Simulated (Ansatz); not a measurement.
# BH₅N₂S: how energies converge with the basis set

The task here is to estimate one member of a computed series from the others.

The runs use Ansatz 0.2.0, Gaussian basis; one geometry, several basis sets.

Plan: PBE0-D4/def2-SVP; ωB97M-V/def2-SVP; PBE0-D4/def2-QZVPP; ωB97M-V/def2-QZVPP; the functionals' def2-TZVPP values are taken from earlier runs.

## The relaxed structure

An earlier PBE0-D4 in a triple-zeta def2 set relaxation fixed the geometry.

SMILES `NB(N)S`, 9 atoms, charge 0, spin multiplicity 1.

Atoms are counted from 1 here; the program's logs count them from 0.

Bond lengths: N1–B2 1.411 Å, N1–H5 1.004 Å, N1–H6 1.002 Å, B2–N3 1.411 Å, B2–S4 1.844 Å, N3–H7 1.003 Å, N3–H8 1.004 Å, S4–H9 1.340 Å. Angles: B2–N1–H5 122.9°, B2–N1–H6 123.2°, H5–N1–H6 113.8°, N1–B2–N3 122.3°, N1–B2–S4 121.3°, N3–B2–S4 116.4°, B2–N3–H7 122.8°, B2–N3–H8 123.3°, H7–N3–H8 113.9°, B2–S4–H9 97.0°.

Coordinates:

```mol
BH5N2S
  3D, bonds by distance, orders not assigned

  9  8  0  0  0  0  0  0  0  0999 V2000
    0.0431    1.0563   -0.6364 N   0  0
   -0.0276   -0.1183    0.1422 B   0  0
    0.8007   -1.2344   -0.0990 N   0  0
   -1.2088   -0.2629    1.5514 S   0  0
    0.6534    1.1491   -1.4288 H   0  0
   -0.4540    1.8963   -0.4093 H   0  0
    0.6973   -2.1035    0.3906 H   0  0
    1.5434   -1.2342   -0.7744 H   0  0
   -1.9589    0.8052    1.2463 H   0  0
  1  2  8  0
  2  3  8  0
  2  4  8  0
  1  5  8  0
  1  6  8  0
  3  7  8  0
  3  8  8  0
  4  9  8  0
M  END
```

The first run:

Contents of in.yaml:

```yaml
crystal:
  periodic: [false, false, false]
  atoms:
    - {symbol: N, position_ang: [0.043110, 1.056336, -0.636372]}
    - {symbol: B, position_ang: [-0.027552, -0.118324, 0.142199]}
    - {symbol: N, position_ang: [0.800700, -1.234397, -0.098977]}
    - {symbol: S, position_ang: [-1.208795, -0.262919, 1.551415]}
    - {symbol: H, position_ang: [0.653353, 1.149107, -1.428805]}
    - {symbol: H, position_ang: [-0.454041, 1.896263, -0.409277]}
    - {symbol: H, position_ang: [0.697311, -2.103477, 0.390626]}
    - {symbol: H, position_ang: [1.543356, -1.234220, -0.774411]}
    - {symbol: H, position_ang: [-1.958942, 0.805233, 1.246299]}
basis:
  gaussian: {orbitals: def2-SVP}
hamiltonian: {xc: pbe0, dispersion: d4}
output: {orbitals: {seedname: orbitals}}
```

Among the steps run: PBE0-D4 in def2-SVP; ωB97M-V in def2-SVP; PBE0-D4 in def2-QZVPP; ωB97M-V in def2-QZVPP.

One of the session's tables, all rows but one given; the rest of the session is left out.

| functional | basis | HOMO (eV) | LUMO (eV) |
| --- | --- | --- | --- |
| PBE0-D4 | def2-SVP | -6.55 | 1.17 |
| PBE0-D4 | def2-TZVPP | -6.84 | 0.50 |
| PBE0-D4 | def2-QZVPP | -6.89 | 0.22 |
| ωB97M-V | def2-SVP | -8.74 | 2.95 |
| ωB97M-V | def2-TZVPP | ? | ? |
| ωB97M-V | def2-QZVPP | -9.11 | 1.50 |

Estimate the missing values for ωB97M-V, def2-TZVPP.

**Answer.** HOMO (eV): -9.05; LUMO (eV): 1.95. In the column «HOMO (eV)» it lies between ωB97M-V, def2-QZVPP (-9.11) and ωB97M-V, def2-SVP (-8.74).
